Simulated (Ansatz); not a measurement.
# CH2ClNOSn: one species, many methods

How much do the methods differ for CH2ClNOSn? The plan is to run it at one geometry with functionals of several rungs and with coupled cluster. The yardstick is the atomisation energy at the CCSD(T) limit.

Method: functionals in def2-TZVPP, the program's frozen cores in correlated methods; program: Ansatz 0.2.0, Gaussian basis.

Levels to be run: LDA (SPW92), PBE-D4, revPBE-D4, BLYP-D4, r2SCAN-D4, B97M-V, PBE0-D4, B3LYP-D4, r2SCANh-D4, r2SCAN0-D4, HSE06-D4, BHLYP-D4, CAM-B3LYP-D4, LC-ωPBE, ωB97X-V, ωB97M-V, B2PLYP, PBE-QIDH; CCSD(T)/def2-SVP; CCSD(T)/def2-TZVPP; MP2/def2-QZVPP; extrapolation to the limit; RPA on PBE.

## 1. The geometry

The geometry comes from an earlier relaxation with PBE0-D4 in a triple-zeta def2 set; it is a stationary point, not always the lowest conformer. Sn takes the def2 core potential; no spin-orbit term is included.

SMILES `O=C=[N][SnH2][Cl]`, 7 atoms, charge 0, spin multiplicity 1.

Atoms are counted from 1 here; the program's logs count them from 0.

Bond lengths: O1–C2 1.165 Å, C2–N3 1.203 Å, N3–Sn4 2.008 Å, Sn4–Cl5 2.319 Å, Sn4–H6 1.693 Å, Sn4–H7 1.693 Å. Angles: O1–C2–N3 176.3°, C2–N3–Sn4 137.3°, N3–Sn4–Cl5 106.6°, N3–Sn4–H6 107.1°, N3–Sn4–H7 107.1°, Cl5–Sn4–H6 108.5°, Cl5–Sn4–H7 108.5°, H6–Sn4–H7 118.5°.

## 2. LDA

This LDA is Slater exchange with PW92 correlation.

Input file in.yaml:

```yaml
crystal:
  periodic: [false, false, false]
  atoms:
    - {symbol: O, position_ang: [-0.337862, -2.797820, -1.055766]}
    - {symbol: C, position_ang: [-0.098084, -1.895335, -0.359666]}
    - {symbol: N, position_ang: [0.169555, -1.013442, 0.414228]}
    - {symbol: Sn, position_ang: [0.155449, 0.994222, 0.425353]}
    - {symbol: Cl, position_ang: [-0.627366, 1.662833, -1.653124]}
    - {symbol: H, position_ang: [-0.963166, 1.477657, 1.601064]}
    - {symbol: H, position_ang: [1.762673, 1.503986, 0.582312]}
basis:
  gaussian: {orbitals: def2-TZVPP}
hamiltonian: {xc: lda}
output: {orbitals: {seedname: orbitals}}
```

The runs that follow: PBE-D4 (GGA); revPBE-D4 (GGA); BLYP-D4 (GGA); r2SCAN-D4 (meta-GGA); B97M-V (meta-GGA); PBE0-D4 (hybrid); B3LYP-D4 (hybrid); r2SCANh-D4 (hybrid); r2SCAN0-D4 (hybrid); HSE06-D4 (hybrid); BHLYP-D4 (hybrid); CAM-B3LYP-D4 (range-separated); LC-ωPBE-D4 (range-separated); ωB97X-V (range-separated); ωB97M-V (range-separated); B2PLYP (double hybrid); PBE-QIDH (double hybrid); CCSD(T) in def2-SVP; CCSD(T) in def2-TZVPP; MP2 in def2-QZVPP; RPA on PBE orbitals.

Before running them: what should the planned runs give, taken together? Wanted: atomisation energy, CCSD(T)/CBS; farthest beyond LDA; mean size of error, GGA; mean size of error, meta-GGA; mean size of error, hybrid; mean size of error, range-separated; mean size of error, double hybrid; gap, smallest and largest; T1 diagnostic.

The runs gave:

| quantity | value |
| --- | --- |
| atomisation energy, CCSD(T)/CBS | 2552.4 kJ/mol |
| functionals within 25.5 kJ/mol (1.0 %) | revPBE-D4, r2SCAN-D4, PBE0-D4, B3LYP-D4, HSE06-D4, CAM-B3LYP-D4, LC-ωPBE, ωB97X-V, ωB97M-V |
| farthest beyond LDA | BHLYP-D4 (-146.0 kJ/mol) |
| mean size of error, GGA | 51.1 kJ/mol |
| mean size of error, meta-GGA | 28.8 kJ/mol |
| mean size of error, hybrid | 45.3 kJ/mol |
| mean size of error, range-separated | 8.5 kJ/mol |
| mean size of error, double hybrid | 32.9 kJ/mol |
| gap, smallest and largest | 4.84 eV (BLYP-D4), 12.13 eV (LC-ωPBE) |
| T1 diagnostic | 0.0148 |
| triples share of the correlation energy | 4.1 % |

What this shows: LDA overbinds by 482.0 kJ/mol (19 %). PBE-D4 is off by +109.5 kJ/mol. Double hybrids carry the basis error of their MP2 part in triple zeta, and no dispersion term here, so their miss is partly the set-up's. By mean error the best rung here is range-separated (8.5 kJ/mol) and the worst beyond LDA is GGA (51.1 kJ/mol). The reference freezes the cores and leaves out spin-orbit coupling and excitations past (T), and its outer-core shells are covered unevenly, so misses under about 25.5 kJ/mol can't be ranked. All levels share the lack of spin-orbit coupling, which lowers the free heavy atoms and so the true binding. Hartree-Fock recovers 64 % of the binding; the rest is correlation. CCSD(T) in def2-SVP is off by -204.1 kJ/mol, worse than the median functional, from the basis alone. The gap grows from 4.8 to 12.1 eV across the functionals, mostly with the share of exact exchange. Correlated methods include outer-core shells of Sn, which these sets cover unevenly.
